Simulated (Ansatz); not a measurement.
# C₃H₅ClOSi: a ladder of functionals and wavefunction methods

How much do the methods differ for C₃H₅ClOSi? The plan is to run it at one geometry with functionals of several rungs and with coupled cluster. The yardstick is the atomisation energy at the CCSD(T) limit.

Method: functionals in def2-TZVPP, the program's frozen cores in correlated methods; program: Ansatz 0.2.0, Gaussian basis.

The runs, in order: PBE-D4, r2SCAN-D4, PBE0-D4, B3LYP-D4, ωB97X-V, ωB97M-V, B2PLYP; CCSD(T)/def2-TZVPP; MP2/def2-QZVPP; extrapolation to the limit.

### Step 1. Structure used throughout

All runs share one geometry, relaxed beforehand with PBE0-D4 in a triple-zeta def2 set.

SMILES `C=C=C(Cl)O[SiH3]`, 11 atoms, charge 0, spin multiplicity 1.

Atoms are counted from 1 here; the program's logs count them from 0.

Bond lengths: C1–C2 1.298 Å, C1–H7 1.087 Å, C1–H8 1.087 Å, C2–C3 1.302 Å, C3–Cl4 1.745 Å, C3–O5 1.339 Å, O5–Si6 1.670 Å, Si6–H9 1.483 Å, Si6–H10 1.479 Å, Si6–H11 1.481 Å. Angles: C2–C1–H7 121.5°, C2–C1–H8 121.5°, H7–C1–H8 117.0°, C1–C2–C3 178.9°, C2–C3–Cl4 119.8°, C2–C3–O5 124.8°, Cl4–C3–O5 115.4°, C3–O5–Si6 126.8°, O5–Si6–H9 110.2°, O5–Si6–H10 103.6°, O5–Si6–H11 111.1°, H9–Si6–H10 111.1°, H9–Si6–H11 110.3°, H10–Si6–H11 110.4°.

As a file:

```xyz
11
C3H5ClOSi
C     1.1894   -2.4728    0.5886
C     0.6105   -1.4242    0.0870
C     0.0367   -0.3810   -0.4387
Cl   -1.1806   -0.5900   -1.6717
O     0.3263    0.8885   -0.1261
Si   -0.7450    2.1662   -0.0402
H     0.7862   -2.9828    1.4599
H     2.1010   -2.8789    0.1574
H    -1.9537    1.7701    0.7233
H     0.0180    3.2125    0.6740
H    -1.1233    2.6353   -1.3930
```

### Step 2. PBE-D4 (GGA)

The input, in.yaml:

```yaml
crystal:
  periodic: [false, false, false]
  atoms:
    - {symbol: C, position_ang: [1.189358, -2.472752, 0.588628]}
    - {symbol: C, position_ang: [0.610538, -1.424241, 0.087020]}
    - {symbol: C, position_ang: [0.036694, -0.380989, -0.438656]}
    - {symbol: Cl, position_ang: [-1.180636, -0.589992, -1.671693]}
    - {symbol: O, position_ang: [0.326287, 0.888525, -0.126070]}
    - {symbol: Si, position_ang: [-0.745012, 2.166177, -0.040160]}
    - {symbol: H, position_ang: [0.786213, -2.982786, 1.459878]}
    - {symbol: H, position_ang: [2.101046, -2.878915, 0.157417]}
    - {symbol: H, position_ang: [-1.953717, 1.770141, 0.723270]}
    - {symbol: H, position_ang: [0.017978, 3.212502, 0.673971]}
    - {symbol: H, position_ang: [-1.123347, 2.635332, -1.393003]}
basis:
  gaussian: {orbitals: def2-TZVPP}
hamiltonian: {xc: pbe, dispersion: d4}
output: {forces: true, orbitals: {seedname: orbitals}}
```

The run is started by

```
$ ansatz run in.yaml --threads 4 --pin off --events-out ev --progress --plain --max-ram 10444MiB
```

After this run come: r2SCAN-D4 (meta-GGA); PBE0-D4 (hybrid); B3LYP-D4 (hybrid); ωB97X-V (range-separated); ωB97M-V (range-separated); B2PLYP (double hybrid); CCSD(T) in def2-TZVPP; MP2 in def2-QZVPP.

Q: Predict the results of all the runs planned. Wanted: atomisation energy, CCSD(T)/CBS; farthest; mean size of error, hybrid; mean size of error, range-separated; gap, smallest and largest; T1 diagnostic; triples share of the correlation energy.

The runs gave:

| quantity | value |
| --- | --- |
| atomisation energy, CCSD(T)/CBS | 43.727 eV |
| functionals within 0.219 eV (0.5 %) | B3LYP-D4, ωB97X-V |
| farthest | PBE-D4 (+1.406 eV) |
| mean size of error, hybrid | 0.197 eV |
| mean size of error, range-separated | 0.179 eV |
| gap, smallest and largest | 3.82 eV (PBE-D4), 10.53 eV (ωB97X-V) |
| T1 diagnostic | 0.0124 |
| triples share of the correlation energy | 4.4 % |

In words: PBE-D4 misses by +1.406 eV. Double hybrids carry the basis error of their MP2 part in triple zeta, and no dispersion term here, so their miss is partly the set-up's. Misses under about 0.219 eV are within the doubt on the reference itself, which lacks core-valence correlation, relativity and higher excitations. Hartree-Fock recovers 71 % of the binding; the rest is correlation. Orbital gaps span 3.8 to 10.5 eV; exact exchange widens them. The restricted reference is unstable towards a spin-broken one.
